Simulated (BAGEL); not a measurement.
# One shape, several levels: doublet CH3K+

We compute a comparison of 5 runs (UHF/STO-3G, UHF/3-21G, ROHF/6-31G*, UHF/6-31G*, ROHF/def2-TZVPP) of doublet CH3K+. 

The calculation is run with BAGEL 1.2.2.

18 further runs of the same task are left out: 2 that didn't finish, 16 set aside as unsound or not needed.

## 1. Starting point

CH3K+ has 5 atoms, charge +1, and is taken as a doublet. SMILES of the parent species: `[CH3][K]`. The shape is that of a PBE0-D4/def2-TZVP optimisation. That shape belongs to the parent species and isn't relaxed for this state.

Bond lengths: C1–K2 2.676 Å, C1–H3 1.098 Å, C1–H4 1.098 Å, C1–H5 1.098 Å. Angles: K2–C1–H3 111.7°, K2–C1–H4 111.7°, K2–C1–H5 111.7°, H3–C1–H4 107.2°, H3–C1–H5 107.2°, H4–C1–H5 107.2°.

## 2. A single-point energy at UHF/STO-3G (density fitting with qzvpp-jkfit) (run 1)

input.json

```json
{ "bagel": [

{
  "title": "molecule",
  "basis": "sto-3g",
  "df_basis": "qzvpp-jkfit",
  "angstrom": true,
  "geometry": [
    { "atom": "C", "xyz": [      -0.241700,       0.077100,      -0.123300 ] },
    { "atom": "K", "xyz": [       2.067700,      -0.765900,       0.932700 ] },
    { "atom": "H", "xyz": [      -1.091400,      -0.130700,       0.540300 ] },
    { "atom": "H", "xyz": [      -0.452400,      -0.413600,      -1.082700 ] },
    { "atom": "H", "xyz": [      -0.232300,       1.159400,      -0.308300 ] }
  ]
},

{ "title": "uhf", "charge": 1, "nopen": 1 },

{ "title": "print", "file": "orbitals.molden", "orbitals": true }

]}
```

Started as:

```console
$ BAGEL_NUM_THREADS=1 BAGEL input.json > input.out
```

The log of the run:

```text
* using 1 threads per process

  ===============================================================
  ===============================================================

  *** Geometry ***

  { "atom" : "C", "xyz" : [     -0.456747,      0.145698,     -0.233003 ] },
  { "atom" : "K", "xyz" : [      3.907387,     -1.447341,      1.762548 ] },
  { "atom" : "H", "xyz" : [     -2.062447,     -0.246987,      1.021019 ] },
  { "atom" : "H", "xyz" : [     -0.854912,     -0.781591,     -2.046006 ] },
  { "atom" : "H", "xyz" : [     -0.438983,      2.190948,     -0.582603 ] },

  Number of auxiliary basis functions:      289

  Since a DF basis is specified, we compute 2- and 3-index integrals:
    o Being stored without compression. Storage requirement is 0.001 GB

  Number of basis functions:       21
  Number of electrons      :       28

    * METHOD: MOLECULE                             0.03

  *** Open-shell HF ***

  === Nuclear Repulsion ===
    41.4119130965

      * DIIS with orbital gradients will be used.

  === UHF iteration (sto-3g) ===
      0       -632.04268809          0.02290435           0.00
      1       -632.08099629          0.00789452           0.00
      2       -632.08576442          0.00253113           0.00
      3       -632.08683106          0.00093079           0.00
      4       -632.08707368          0.00016127           0.00
      5       -632.08711918          0.00005348           0.00
      6       -632.08713121          0.00001828           0.00
      7       -632.08713244          0.00000343           0.00
      8       -632.08713246          0.00000117           0.00
      9       -632.08713247          0.00000031           0.00
     10       -632.08713247          0.00000008           0.00
     11       -632.08713247          0.00000001           0.00
    * SCF iteration converged.

    * S^2 (UHF) is 0.7565

    * Permanent dipole moment:
           (   -1.060280,     0.387027,    -0.484813) a.u.

    * METHOD: UHF                                  0.08

    * METHOD: PRINT                                0.00

  ===============================================================
```

Wall time 0.4 s (1 thread of Intel Xeon 6975P-C (Granite Rapids), shared host).

## 3. The energy at UHF/3-21G (density fitting with qzvpp-jkfit) (run 2)

job.json

```json
{ "bagel": [

{
  "title": "molecule",
  "basis": "3-21g.json",
  "df_basis": "qzvpp-jkfit",
  "angstrom": true,
  "geometry": [
    { "atom": "C", "xyz": [   -0.241700,    0.077100,   -0.123300 ] },
    { "atom": "K", "xyz": [    2.067700,   -0.765900,    0.932700 ] },
    { "atom": "H", "xyz": [   -1.091400,   -0.130700,    0.540300 ] },
    { "atom": "H", "xyz": [   -0.452400,   -0.413600,   -1.082700 ] },
    { "atom": "H", "xyz": [   -0.232300,    1.159400,   -0.308300 ] }
  ]
},
{ "title": "uhf", "charge": 1, "nopen": 1 },
{ "title": "print", "file": "orbitals.molden", "orbitals": true }

]}
```

The basis set 3-21G is read from a file made from the Basis Set Exchange's data (not shown).

Started as:

```console
$ BAGEL_NUM_THREADS=1 BAGEL job.json > job.out
```

The log of the run:

```text
* using 1 threads per process

  ===============================================================
  ===============================================================

  *** Geometry ***

  { "atom" : "C", "xyz" : [     -0.456747,      0.145698,     -0.233003 ] },
  { "atom" : "K", "xyz" : [      3.907387,     -1.447341,      1.762548 ] },
  { "atom" : "H", "xyz" : [     -2.062447,     -0.246987,      1.021019 ] },
  { "atom" : "H", "xyz" : [     -0.854912,     -0.781591,     -2.046006 ] },
  { "atom" : "H", "xyz" : [     -0.438983,      2.190948,     -0.582603 ] },

  Number of auxiliary basis functions:      289

  Since a DF basis is specified, we compute 2- and 3-index integrals:
    o Being stored without compression. Storage requirement is 0.002 GB

  Number of basis functions:       32
  Number of electrons      :       28

    * METHOD: MOLECULE                             0.03

  *** Open-shell HF ***

  === Nuclear Repulsion ===
    41.4119130965

      * DIIS with orbital gradients will be used.

  === UHF iteration (3-21g.json) ===
      0       -635.31834574          0.02916924           0.01
      1       -635.33662470          0.00627567           0.01
      2       -635.33818106          0.00261226           0.01
      3       -635.33850769          0.00090699           0.01
      4       -635.33865989          0.00025177           0.01
      5       -635.33871336          0.00003954           0.01
      6       -635.33872280          0.00001255           0.01
      7       -635.33872420          0.00000661           0.01
      8       -635.33872465          0.00000131           0.01
      9       -635.33872466          0.00000016           0.01
     10       -635.33872466          0.00000005           0.01
     11       -635.33872466          0.00000001           0.01
    * SCF iteration converged.

    * S^2 (UHF) is 0.7573

    * Permanent dipole moment:
           (   -1.034892,     0.377757,    -0.473196) a.u.

    * METHOD: UHF                                  0.14

    * METHOD: PRINT                                0.00

  ===============================================================
```

Wall time 0.46 s (1 thread of Intel Xeon 6975P-C (Granite Rapids), shared host).

## 4. A single-point energy at ROHF/6-31G(d) (density fitting with qzvpp-jkfit, spherical functions) (run 3)

hf.json

```json
{ "bagel": [

{
  "title": "molecule",
  "basis": "6-31gs.json",
  "df_basis": "qzvpp-jkfit",
  "angstrom": true,
  "geometry": [
    { "atom": "C", "xyz": [   -0.241700,    0.077100,   -0.123300 ] },
    { "atom": "K", "xyz": [    2.067700,   -0.765900,    0.932700 ] },
    { "atom": "H", "xyz": [   -1.091400,   -0.130700,    0.540300 ] },
    { "atom": "H", "xyz": [   -0.452400,   -0.413600,   -1.082700 ] },
    { "atom": "H", "xyz": [   -0.232300,    1.159400,   -0.308300 ] }
  ]
},
{ "title": "rohf", "charge": 1, "nopen": 1 },
{ "title": "print", "file": "orbitals.molden", "orbitals": true }

]}
```

The basis set 6-31G* is read from a file made from the Basis Set Exchange's data (not shown).

Started as:

```console
$ BAGEL_NUM_THREADS=1 BAGEL hf.json > hf.out
```

The log of the run:

```text
* using 1 threads per process

  ===============================================================
  ===============================================================

  *** Geometry ***

  { "atom" : "C", "xyz" : [     -0.456747,      0.145698,     -0.233003 ] },
  { "atom" : "K", "xyz" : [      3.907387,     -1.447341,      1.762548 ] },
  { "atom" : "H", "xyz" : [     -2.062447,     -0.246987,      1.021019 ] },
  { "atom" : "H", "xyz" : [     -0.854912,     -0.781591,     -2.046006 ] },
  { "atom" : "H", "xyz" : [     -0.438983,      2.190948,     -0.582603 ] },

  Number of auxiliary basis functions:      289

  Since a DF basis is specified, we compute 2- and 3-index integrals:
    o Being stored without compression. Storage requirement is 0.006 GB

  Number of basis functions:       52
  Number of electrons      :       28

    * METHOD: MOLECULE                             0.06

  *** Open-shell HF ***

  === Nuclear Repulsion ===
    41.4119130965

      * DIIS with orbital gradients will be used.

  === ROHF iteration (6-31gs.json) ===
      0       -638.49226479          0.02054435           0.02
      1       -638.51541333          0.00545456           0.02
      2       -638.51767344          0.00215513           0.02
      3       -638.51799804          0.00080014           0.02
      4       -638.51807216          0.00019435           0.02
      5       -638.51809586          0.00002244           0.02
      6       -638.51810474          0.00000651           0.02
      7       -638.51810565          0.00000174           0.02
      8       -638.51810593          0.00000038           0.02
      9       -638.51810602          0.00000009           0.02
     10       -638.51810603          0.00000002           0.02
     11       -638.51810604          0.00000001           0.02
    * SCF iteration converged.

    * S^2 (ROHF) is 0.7500

    * Permanent dipole moment:
           (   -0.968609,     0.353566,    -0.442893) a.u.

    * METHOD: ROHF                                 0.26

    * METHOD: PRINT                                0.00

  ===============================================================
```

It took 0.64 s on 1 thread of Intel Xeon 6975P-C (Granite Rapids), shared host.

Run 4 isn't shown in full; the table further down has it.

## 5. A single-point energy at ROHF/def2-TZVPP (density fitting with qzvpp-jkfit) (run 5)

calc.json

```json
{ "bagel" : [

{
  "title" : "molecule",
  "basis" : "tzvpp",
  "df_basis" : "qzvpp-jkfit",
  "angstrom" : "true",
  "geometry" : [
    { "atom" : "C", "xyz" : [      -0.241700,       0.077100,      -0.123300 ] },
    { "atom" : "K", "xyz" : [       2.067700,      -0.765900,       0.932700 ] },
    { "atom" : "H", "xyz" : [      -1.091400,      -0.130700,       0.540300 ] },
    { "atom" : "H", "xyz" : [      -0.452400,      -0.413600,      -1.082700 ] },
    { "atom" : "H", "xyz" : [      -0.232300,       1.159400,      -0.308300 ] }
  ]
},

{ "title" : "rohf", "charge" : 1, "nopen" : 1 },

{ "title" : "print", "file" : "orbitals.molden", "orbitals" : "true" }

]}
```

Started as:

```console
$ BAGEL_NUM_THREADS=1 BAGEL calc.json > calc.out
```

The log of the run:

```text
* using 1 threads per process

  ===============================================================
  ===============================================================

  *** Geometry ***

  { "atom" : "C", "xyz" : [     -0.456747,      0.145698,     -0.233003 ] },
  { "atom" : "K", "xyz" : [      3.907387,     -1.447341,      1.762548 ] },
  { "atom" : "H", "xyz" : [     -2.062447,     -0.246987,      1.021019 ] },
  { "atom" : "H", "xyz" : [     -0.854912,     -0.781591,     -2.046006 ] },
  { "atom" : "H", "xyz" : [     -0.438983,      2.190948,     -0.582603 ] },

  Number of auxiliary basis functions:      289

  Since a DF basis is specified, we compute 2- and 3-index integrals:
    o Being stored without compression. Storage requirement is 0.026 GB

  Number of basis functions:      106
  Number of electrons      :       28

    * METHOD: MOLECULE                             0.08

  *** Open-shell HF ***

  === Nuclear Repulsion ===
    41.4119130965

      * DIIS with orbital gradients will be used.

  === ROHF iteration (tzvpp) ===
      0       -638.52134311          0.02486326           0.05
      1       -638.56356508          0.00713290           0.05
      2       -638.56869399          0.00298002           0.05
[... 10 lines of this table left out ...]
     13       -638.56979296          0.00000000           0.05
    * SCF iteration converged.

    * S^2 (ROHF) is 0.7500

    * Permanent dipole moment:
           (   -0.940307,     0.343236,    -0.429954) a.u.

    * METHOD: ROHF                                 0.80

    * METHOD: PRINT                                0.01

  ===============================================================
```

Wall time 1.2 s (1 thread of Intel Xeon 6975P-C (Granite Rapids), shared host); peak memory 0.088 GiB.

## 6. All runs side by side

```csv
run,level,energy (Eh),⟨S²⟩,wall time
1,UHF/STO-3G (density fitting with qzvpp-jkfit),-632.087132,0.756,0.4 s
2,UHF/3-21G (density fitting with qzvpp-jkfit),-635.338725,0.757,0.46 s
3,"ROHF/6-31G* (density fitting with qzvpp-jkfit, spherical functions)",-638.518106,0.750,0.64 s
4,"UHF/6-31G* (density fitting with qzvpp-jkfit, spherical functions)",-638.520525,0.756,0.66 s
5,ROHF/def2-TZVPP (density fitting with qzvpp-jkfit),-638.569793,0.750,1.2 s
```

## 7. Summary of results

| quantity | value |
| --- | --- |
| run 5: total energy | -638.56979 Eh |
| run 5: ⟨S²⟩ | 0.750 |

**Reading.** In run 1 the basis is minimal, so the values are rough. All runs together took 3.4 s, the longest 1.2 s.
